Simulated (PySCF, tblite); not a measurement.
# C₆H₉NOSi: geometry, infrared bands and NMR shifts

Aim: predict the infrared bands and NMR shifts of C₆H₉NOSi (`CO[Si@@H]1CC=C(C#N)C1`).

Programs: tblite 0.8.0 and PySCF 2.14.0, with density-fitted response routines of our own. Each step states its level of theory. These are calculated values for one molecule in the gas phase, unless marked as measured. Atoms are numbered from 0 throughout.

## Step 1: Starting geometry

18 atoms, charge 0, multiplicity 1; geometry from: force field or distance geometry start.

Bonds of the start (Å): C0–O1 1.41, O1–Si2 1.74, Si2–C3 1.90, C3–C4 1.47, C4–C5 1.26, C5–C6 1.49, C6–N7 1.19, C5–C8 1.47, C8–Si2 1.87, C0–H9 1.11, C0–H10 1.11, C0–H11 1.12, Si2–H12 1.46, C3–H13 1.12, C3–H14 1.10, C4–H15 1.13, C8–H16 1.10, C8–H17 1.10.

## Step 2: Optimising the geometry with GFN2-xTB

Job settings and geometry (Å):

```
{"job": {"kind": "relax", "xc": "GFN2-xTB", "basis": "xTB"}, "charge": 0, "multiplicity": 1}
C     -2.909200    -0.873100    -0.280500
O     -2.033000    -0.156200    -1.118800
Si    -0.685700     0.259400    -0.093200
C      0.319200     1.675000    -0.855200
C      1.672700     1.202900    -0.517800
C      1.868200    -0.019700    -0.259300
C      3.215500    -0.552800     0.073100
N      4.282000    -0.997900     0.349000
C      0.732200    -0.953200    -0.274300
H     -2.363100    -1.437400     0.507300
H     -3.586200    -0.151900     0.224200
H     -3.543600    -1.591500    -0.859900
H     -1.074900     0.508900     1.290300
H      0.207900     1.601500    -1.962500
H      0.031500     2.645600    -0.421300
H      2.509100     1.963000    -0.513900
H      0.636300    -1.538100    -1.199000
H      0.712300    -1.578200     0.635300
```

Run with:

```sh
$ OMP_NUM_THREADS=1 python probes_run.py task.json out
```

This one command runs all jobs of the session in turn.

**Question.** This job is followed by: GFN2-xTB harmonic vibrations, gas phase; GIAO PBE0/pcSseg-1 NMR shielding, non-relativistic, gas phase. Predict these results of the whole session: strongest single infrared mode (GFN2-xTB); zero-point energy (GFN2-xTB); ¹³C shifts against TMS (PBE0/pcSseg-1); ¹H shifts against TMS (PBE0/pcSseg-1, means over atoms taken as alike); ¹⁷O shifts against H2O (PBE0/pcSseg-1); ²⁹Si shifts against TMS (PBE0/pcSseg-1); ¹⁵N shifts against NH3 (PBE0/pcSseg-1).

The runs gave:

```
                                                              quantity                                         value
                             strongest single infrared mode (GFN2-xTB)                         2236 cm⁻¹, 330 km/mol
                                          zero-point energy (GFN2-xTB)                                 84.6 kcal/mol
                                ¹³C shifts against TMS (PBE0/pcSseg-1)     157.7, 123.4, 120.4, 54.0, 23.5, 22.8 ppm
¹H shifts against TMS (PBE0/pcSseg-1, means over atoms taken as alike)  6.92, 5.43, 3.89, 1.81, 1.81, 1.78, 1.57 ppm
                                ¹⁷O shifts against H2O (PBE0/pcSseg-1)                                      14.4 ppm
                               ²⁹Si shifts against TMS (PBE0/pcSseg-1)                                      12.1 ppm
                                ¹⁵N shifts against NH3 (PBE0/pcSseg-1)                                     315.7 ppm
```

Relaxing lowered the energy by 1.139 eV in 130 steps; the close pair that moved most is O1–Si2, from 1.744 to 1.620 Å. No mode is imaginary among the 48: a minimum at this level. The strongest single mode, at 2236 cm⁻¹, moves mainly H12. GFN2-xTB is a fitted tight-binding method: band positions and strengths are rough. Its intensities can rank the bands wrongly. H15 (hydrogen on an alkene CH) lies farthest downfield among hydrogen, at 6.92 ppm; olefinic region. At PBE0/pcSseg-1: The widest tensor belongs to N7: span 417 ppm, with a paramagnetic part of -389 ppm.
